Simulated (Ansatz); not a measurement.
# H4O3Si: the cost of one run

Method: PBE0-D4, def2-SVP first, then def2-TZVP; program: Ansatz 0.2.0, Gaussian basis.

91 further runs of the same task are left out: 1 that didn't finish, 90 set aside as unsound or not needed.

## 1. The system as given

The guess: 8 atoms, charge 0, spin multiplicity 1.

Atoms are counted from 1 here; the program's logs count them from 0.

Bond lengths: Si1–O3 1.547 Å, Si1–O5 1.598 Å, Si1–O6 1.615 Å, O5–H7 0.954 Å, O6–H8 0.952 Å. Angles: O3–Si1–O5 123.4°, O3–Si1–O6 125.3°, O5–Si1–O6 107.4°, Si1–O5–H7 121.2°, Si1–O6–H8 120.6°.

Geometry (Å):

```xyz
8
charge 0, multiplicity 1
Si   -0.2565   -0.0409   -0.1024
H     1.4198   -0.8324   -0.3911
O    -0.5533   -1.5351   -0.3713
H     0.7289   -1.5291   -0.4763
O    -0.4840    1.1094   -1.1880
O    -0.2493    0.6626    1.3510
H    -0.3632    2.0291   -0.9664
H    -0.2425    0.1363    2.1446
```

Distances that are to change: H2–H4 0.98 Å, Si1–H2 1.88 Å, O3–H4 1.29 Å.

## 2. Constrained relaxation of the guess

The input, hold/in.yaml:

```yaml
crystal:
  periodic: [false, false, false]
  atoms:
    - {symbol: Si, position_ang: [-0.256500, -0.040900, -0.102400]}
    - {symbol: H, position_ang: [1.419800, -0.832400, -0.391100]}
    - {symbol: O, position_ang: [-0.553300, -1.535100, -0.371300]}
    - {symbol: H, position_ang: [0.728900, -1.529100, -0.476300]}
    - {symbol: O, position_ang: [-0.484000, 1.109400, -1.188000]}
    - {symbol: O, position_ang: [-0.249300, 0.662600, 1.351000]}
    - {symbol: H, position_ang: [-0.363200, 2.029100, -0.966400]}
    - {symbol: H, position_ang: [-0.242500, 0.136300, 2.144600]}
basis:
  gaussian: {orbitals: def2-SVP}
hamiltonian: {xc: pbe0, dispersion: d4}
relax: {f_tol: 0.08, max_steps: 120, escape_saddle: false, constraints: [{distance: [1, 3]}, {distance: [0, 1]}, {distance: [2, 3]}]}
```

Run with:

```bash
$ ansatz run in.yaml --threads 2 --pin off --events-out ev --progress --plain --max-ram 4352MiB
```

**Question.** How long does this run take on 2 threads of Intel Xeon Platinum 8259CL at 2.50GHz, shared host?

About 11 s.
